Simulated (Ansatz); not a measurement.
# O108Mg87Zn21: the cost of one run

Method: density functional theory in Ansatz 0.2.0, PAW datasets, plane waves.

### Step 1. Starting point

216 atoms (108 O, 87 Mg, 21 Zn); a = 12.672 Å, b = 12.672 Å, c = 12.672 Å, α = 90.00°, β = 90.00°, γ = 90.00°. All atoms were shaken off their sites by about 0.02 Å along each axis.

The runs, in order: (2) PBEsol cell relaxation at the single k point (½, ½, ½), on 1 × NVIDIA GB300 Max-Q with 32 threads of Arm Neoverse-V2; (3) PBE single point at the Γ point alone, on 1 × NVIDIA GB300 Max-Q with 32 threads of Arm Neoverse-V2; (4) r²SCAN single point at the Γ point alone, on 1 × NVIDIA GB300 Max-Q with 32 threads of Arm Neoverse-V2; (5) HSE06 single point at the Γ point alone, on 1 × NVIDIA GB300 Max-Q with 32 threads of Arm Neoverse-V2.

### Step 2. Relaxing cell and atoms with PBEsol

Contents of in.yaml:

```yaml
crystal:
  lattice:
    - [12.672120, 0.000000, 0.000000]
    - [0.000000, 12.672120, 0.000000]
    - [0.000000, 0.000000, 12.672120]
  atoms:
    - { symbol: O, position: [0.167266, 0.003994, 0.000049] }
    - { symbol: O, position: [0.168582, 0.000360, 0.334793] }
    - { symbol: O, position: [0.165437, 0.001532, 0.665220] }
    - { symbol: O, position: [0.167184, 0.333790, 0.001325] }
    # ... 212 atom lines left out here ...
kpoints:
  mp_grid: { grid: [1, 1, 1], shift: [0.5, 0.5, 0.5] }
hamiltonian:
  xc: pbesol
scf:
  occupations: { method: fermi_dirac, width: 0.01 }
relax:
  f_tol: 0.03
  max_steps: 80
  escape_saddle: false
  adjacent_minimum: "off"
  cell: { fix: [shape] }
output:
  forces: true
  eigenvalues: true
  populations: true
```

On the command line:

```sh
> ansatz run in.yaml --threads 32 --pin off --max-ram 171000MiB --runs-dir r --events-out ev --progress --plain --backend cuda --devices 0,
```

What time and memory should one allow on 1 × NVIDIA GB300 Max-Q with 32 threads of Arm Neoverse-V2, shared host?

About 15 s, with a peak of 2.7 GiB on the host.
